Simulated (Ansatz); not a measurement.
# Si12H5Cl: the cost of one run

Method: DFT PBE, plane waves, PAW, scalar-relativistic, no spin polarisation, in Ansatz 0.2.0.

1 further run of the same task is left out (it didn't finish).

## (1) The starting structure

The cell holds 36 atoms (Cl2H10Si24): a = 11.519 Å, b = 7.679 Å, c = 21.869 Å, α = 90.00°, β = 90.00°, γ = 60.00°.

Its coordinates follow in the input file.

## (2) The run

200 steps of 0.5 fs at constant energy.

Input file input.yaml:

```yaml
accuracy: low
crystal:
  lattice:
    - [11.518769, 0.0, 0.0]
    - [3.83959, 6.650365, 0.0]
    - [0.0, 0.0, 21.868765]
  atoms:
    - { symbol: H, position: [0.1111111, 0.1666667, 0.0457273] }
    - { symbol: H, position: [0.4444444, 0.1666667, 0.0457273] }
    - { symbol: H, position: [0.7777778, 0.1666667, 0.0457273] }
    - { symbol: H, position: [0.1111111, 0.6666667, 0.0457273] }
    - { symbol: H, position: [0.4444444, 0.6666667, 0.0457273] }
    - { symbol: H, position: [0.7777778, 0.6666667, 0.0457273] }
    - { symbol: Si, position: [0.1111111, 0.1666667, 0.1143183] }
    - { symbol: Si, position: [0.4444444, 0.1666667, 0.1143183] }
    - { symbol: Si, position: [0.7777778, 0.1666667, 0.1143183] }
    - { symbol: Si, position: [0.1111111, 0.6666667, 0.1143183] }
    - { symbol: Si, position: [0.4444444, 0.6666667, 0.1143183] }
    - { symbol: Si, position: [0.7777778, 0.6666667, 0.1143183] }
    - { symbol: Si, position: [-0.1111111, 0.3333333, 0.1501572] }
    - { symbol: Si, position: [0.2222222, 0.3333333, 0.1501572] }
    - { symbol: Si, position: [0.5555556, 0.3333333, 0.1501572] }
    - { symbol: Si, position: [-0.1111111, 0.8333333, 0.1501572] }
    - { symbol: Si, position: [0.2222222, 0.8333333, 0.1501572] }
    - { symbol: Si, position: [0.5555556, 0.8333333, 0.1501572] }
    - { symbol: Si, position: [-0.1111111, 0.3333333, 0.257674] }
    - { symbol: Si, position: [0.2222222, 0.3333333, 0.257674] }
    - { symbol: Si, position: [0.5555556, 0.3333333, 0.257674] }
    - { symbol: Si, position: [-0.1111111, 0.8333333, 0.257674] }
    - { symbol: Si, position: [0.2222222, 0.8333333, 0.257674] }
    - { symbol: Si, position: [0.5555556, 0.8333333, 0.257674] }
    - { symbol: Si, position: [0.0, 0.0, 0.2935129] }
    - { symbol: Si, position: [0.3333333, 0.0, 0.2935129] }
    - { symbol: Si, position: [0.6666667, 0.0, 0.2935129] }
    - { symbol: Si, position: [0.0, 0.5, 0.2935129] }
    - { symbol: Si, position: [0.3333333, 0.5, 0.2935129] }
    - { symbol: Si, position: [0.6666667, 0.5, 0.2935129] }
    - { symbol: H, position: [0.6666667, 0.0, 0.3598175] }
    - { symbol: H, position: [0.0, 0.5, 0.3598175] }
    - { symbol: H, position: [0.3333333, 0.5, 0.3598175] }
    - { symbol: H, position: [0.6666667, 0.5, 0.3598175] }
    - { symbol: Cl, position: [0.6859199, 0.244325, 0.5383893] }
    - { symbol: Cl, position: [0.7348622, -0.0449469, 0.5406757] }
basis:
  ecutwfc: 420.0
kpoints:
  mp_grid: { grid: [1, 2, 1] }
hamiltonian:
  xc: pbe
  pseudopotentials: { kind: paw, azcp: { folder: soft_1 } }
scf:
  occupations: { method: fermi_dirac, width: 0.05 }
  lower_state_search: "off"
  max_iter: 56
md:
  timestep: 0.5
  n_steps: 200
  ensemble: nve
  initial_velocities: zero
  seed: 359593
  initial_site_velocities:
    - { site: 34, velocity: [0.003353, 0.0, -0.003996] }
    - { site: 35, velocity: [0.003353, 0.0, -0.003996] }
  constraints: [{ sites: [0, 1, 2, 3, 4, 5, 6, 7, 8, 9, 10, 11] }]
```

Launch:

```console
$ ansatz run input.yaml --threads 2 --pin off --max-ram 5120MiB --backend cpu --events-out ev --progress --plain --runs-dir out
```

**Question.** How long does this run take on 2 threads of Arm Neoverse V2, shared host, and how much memory does it need?

About 21 min, with a peak of 2.2 GiB.
